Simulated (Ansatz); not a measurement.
# Cl: the cost of one run

Program: Ansatz 0.2.0. Level of theory: DFT r2SCAN+D3(BJ), plane waves, PAW, scalar-relativistic, no spin polarisation. These are calculated values, not measurements.

1 further run of the same task is left out (it didn't finish).

## (1) The structure to begin with

The cell holds 12 atoms (Cl12): a = 7.114 Å, b = 7.114 Å, c = 7.114 Å, α = 90.00°, β = 90.00°, γ = 90.00°.

Structure file:

```cif
data_structure
_symmetry_space_group_name_H-M 'P 1'
_symmetry_Int_Tables_number 1
_cell_length_a 7.1138
_cell_length_b 7.1138
_cell_length_c 7.1138
_cell_angle_alpha 90.000
_cell_angle_beta 90.000
_cell_angle_gamma 90.000
_cell_volume 360.00
loop_
_atom_site_label
_atom_site_type_symbol
_atom_site_fract_x
_atom_site_fract_y
_atom_site_fract_z
_atom_site_occupancy
Cl1 Cl 0.05940 0.36999 0.84343 1
Cl2 Cl 0.89130 0.28951 0.05675 1
Cl3 Cl 0.70064 0.71969 0.37791 1
Cl4 Cl 0.46272 0.58278 0.30799 1
Cl5 Cl 0.52246 0.09660 0.15942 1
Cl6 Cl 0.61761 0.93835 0.94462 1
Cl7 Cl 0.04066 0.90935 0.64147 1
Cl8 Cl 0.32192 0.88907 0.61468 1
Cl9 Cl 0.52539 0.38010 0.80721 1
Cl10 Cl 0.59220 0.22402 0.58046 1
Cl11 Cl 0.12906 0.78933 0.29194 1
Cl12 Cl 0.14892 0.73587 0.01448 1
```

## (2) Relaxing the start

The input, input.yaml:

```yaml
accuracy: low
crystal:
  lattice:
    - [7.113787, 0.0, 0.0]
    - [0.0, 7.113787, 0.0]
    - [0.0, 0.0, 7.113787]
  atoms:
    - { symbol: Cl, position: [1.0594004, 0.3699929, 0.8434317] }
    - { symbol: Cl, position: [0.8912974, 0.2895132, 1.0567462] }
    - { symbol: Cl, position: [0.7006372, 0.7196856, 0.3779091] }
    - { symbol: Cl, position: [0.4627177, 0.5827781, 0.3079851] }
    - { symbol: Cl, position: [0.5224572, 0.0966043, 0.1594224] }
    - { symbol: Cl, position: [0.6176119, -0.0616519, -0.055378] }
    - { symbol: Cl, position: [0.0406562, 0.9093522, 0.6414661] }
    - { symbol: Cl, position: [0.3219202, 0.8890661, 0.6146759] }
    - { symbol: Cl, position: [0.5253927, 0.3801032, 0.8072089] }
    - { symbol: Cl, position: [0.5921979, 0.2240205, 0.5804625] }
    - { symbol: Cl, position: [0.1290562, 0.7893336, 0.2919415] }
    - { symbol: Cl, position: [0.1489229, 0.7358694, 0.0144787] }
basis:
  ecutwfc: 500.0
kpoints:
  mp_grid: { grid: [1, 1, 1] }
hamiltonian:
  xc: r2scan
  dispersion: d3bj
scf:
  occupations: { method: fermi_dirac, width: 0.02 }
  lower_state_search: "off"
relax:
  f_tol: 0.3
  max_steps: 15
  adjacent_minimum: "off"
```

Run with:

```
$ ansatz run input.yaml --threads 1 --pin off --max-ram 3072MiB --backend cpu --events-out ev --progress --plain --runs-dir out
```

What time and memory should one allow on 1 thread of Arm Neoverse V1, shared host?

About 3.4 min, with a peak of 0.66 GiB.
